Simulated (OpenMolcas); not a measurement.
**Fe²⁺ among point charges: CASSCF and CASPT2 levels and susceptibility**

How does a field of 4 point charges split the states of Fe²⁺, and what χT follows?

Method: state-averaged CASSCF and CASPT2, spin-orbit coupling by RASSI with atomic mean-field integrals. Code: OpenMolcas 26.06.

**1. Starting point**

| Quantity | Value |
| --- | --- |
| Species | Fe²⁺ (iron, Z = 26, 24 electrons) |
| Basis | ANO-RCC-VDZP [5s4p2d1f], 34 functions |
| Scalar Hamiltonian | DKH2, point nucleus |
| Inactive shells | 1s 2s 2p 3s 3p |
| Active space | 6 electrons in 5 orbitals (3d) |
| Some configurations of this space | 3d⁶ |
| Orbitals | optimised for each spin and parity, averaged over all roots |

The outer shells:

3d6
```
3d [↑↓][↑ ][↑ ][↑ ][↑ ]
```

The ion sits among 4 point charges of -1.25 e arranged as a tetrahedron (Td), 1.77 Å from the ion.

Each step is its own input file, run in one work folder so that later steps find the files of earlier ones. Labels, J, g values, rates, χT and fits are worked out afterwards by a script from the matrices that RASSI stores.

**2. GATEWAY and SEWARD: basis and integrals**

a.inp

```
&GATEWAY
Coord
1

Fe 0.0 0.0 0.0
Basis=ANO-RCC-VDZP
Group=NoSym
NoMove
AngMom=0.0 0.0 0.0
AMFI
XField
4 Angstrom 0
1.021910 1.021910 1.021910 -1.250000
1.021910 -1.021910 -1.021910 -1.250000
-1.021910 1.021910 -1.021910 -1.250000
-1.021910 -1.021910 1.021910 -1.250000
&SEWARD
```

**3. Reference wave functions, quintets, 5 roots**

a.inp

```
&RASSCF
FileOrb=start.orb
Symmetry=1
Spin=5
nActEl=6 0 0
Inactive=9
Ras2=5
CIRoot=5 5 1
SDav=5
CIMx=300
Iter=120 100
PrWF=0.3
OrbListing=Nothing
MaxOrb=0
>>> COPY $Project.JobIph JOB001
```

start.orb holds the contracted functions of the basis, ordered by shell, or the orbitals of the step before.

**4. CASSCF: triplets, 45 roots**

a.inp

```
&RASSCF
FileOrb=start.orb
Symmetry=1
Spin=3
nActEl=6 0 0
Inactive=9
Ras2=5
CIRoot=45 45 1
SDav=45
CIMx=300
Iter=120 100
PrWF=0.3
OrbListing=Nothing
MaxOrb=0
>>> COPY $Project.JobIph JOB002
```

**5. Reference wave functions, singlets, 50 roots**

a.inp

```
&RASSCF
FileOrb=start.orb
Symmetry=1
Spin=1
nActEl=6 0 0
Inactive=9
Ras2=5
CIRoot=50 50 1
SDav=50
CIMx=300
Iter=120 100
PrWF=0.3
OrbListing=Nothing
MaxOrb=0
>>> COPY $Project.JobIph JOB003
```

**6. RASSI: spin-orbit coupling between the states**

a.inp

```
&RASSI
NrOfJobIphs=3 5 45 50
1 2 3 4 5
1 2 3 4 5 6 7 8 9 10 11 12 13 14 15 16 17 18 19 20 21 22 23 24 25 26 27
28 29 30 31 32 33 34 35 36 37 38 39 40 41 42 43 44 45
1 2 3 4 5 6 7 8 9 10 11 12 13 14 15 16 17 18 19 20 21 22 23 24 25 26 27
28 29 30 31 32 33 34 35 36 37 38 39 40 41 42 43 44 45 46 47 48 49 50
IphNames
JOB001
JOB002
JOB003
EJob
SpinOrbit
DIPRint=1.0
SOCoupling=1000.0
Subsets=2
Property=9
'ANGMOM' 1 'ANGMOM' 2 'ANGMOM' 3 'MLTPL  1' 1 'MLTPL  1' 2 'MLTPL  1' 3
'AMFI' 1 'AMFI' 2 'AMFI' 3
SOProperty=3
'ANGMOM' 1 'ANGMOM' 2 'ANGMOM' 3
```

**7. CASPT2: IPEA 0.25, imaginary shift 0.1 (closed shells correlated: 3s 3p)**

a.inp

```
>>> COPY JOB001 $Project.JobIph
&CASPT2
Multistate=5 1 2 3 4 5
NoMult
Frozen=5
IPEA=0.25
Imaginary=0.1
MaxIter=60
WThr=0.0 0.3 0.05
PrWF=0.5
NoMix
>>> COPY JOB002 $Project.JobIph
&CASPT2
Multistate=45 1 2 3 4 5 6 7 8 9 10 11 12 13 14 15 16 17 18 19 20 21 22
23 24 25 26 27 28 29 30 31 32 33 34 35 36 37 38 39 40 41 42 43 44 45
NoMult
Frozen=5
IPEA=0.25
Imaginary=0.1
MaxIter=60
WThr=0.0 0.3 0.05
PrWF=0.5
NoMix
>>> COPY JOB003 $Project.JobIph
&CASPT2
Multistate=50 1 2 3 4 5 6 7 8 9 10 11 12 13 14 15 16 17 18 19 20 21 22
23 24 25 26 27 28 29 30 31 32 33 34 35 36 37 38 39 40 41 42 43 44 45 46
47 48 49 50
NoMult
Frozen=5
IPEA=0.25
Imaginary=0.1
MaxIter=60
WThr=0.0 0.3 0.05
PrWF=0.5
NoMix
```

(Steps that only read results are left out.)

What does the calculation give? Wanted: spin-free ground state; first state of the same spin within the active space; lowest level; next level.

As calculated:

| quantity | value |
| --- | --- |
| method | SS-CASPT2, IPEA 0.25, imaginary shift 0.1 (closed shells correlated: 3s 3p) |
| spin-free ground state | 5E, 2-fold in its orbital part |
| first state of the same spin within the active space | 5T2 at 2300 cm⁻¹ |
| lowest level | 1-fold A1 |
| next level | 24.8 cm⁻¹ |
| χT at 300 K | 3.73 cm³ K/mol |
| effective moment at 300 K | 5.46 μB |

Cost by method:

```tsv
method	time of its own steps	time with the reference
A. CASSCF	37 s	37 s
B. SS-CASPT2, IPEA 0.25, imaginary shift 0.1, +3s 3p	10 s	48 s
```

Times are of one thread on a shared host.

**Reading.** The spin-free ground state (5E) comes to 100 % from free-ion D terms and keeps the highest spin of the shell. χT at 300 K is 3.73, against 3.01 cm³ K/mol for the spin alone, so orbital moment adds to it. An active space of the d shell alone favours high spin; real ions in strong fields can be low spin. CASPT2 does not keep the components of a term degenerate, and the means are used. An orbital doublet at a regular site is open to a Jahn-Teller distortion, which this geometry leaves out. The field of point charges can differ much from that of real complexes. This is an electrostatic model: the charges have no orbitals.
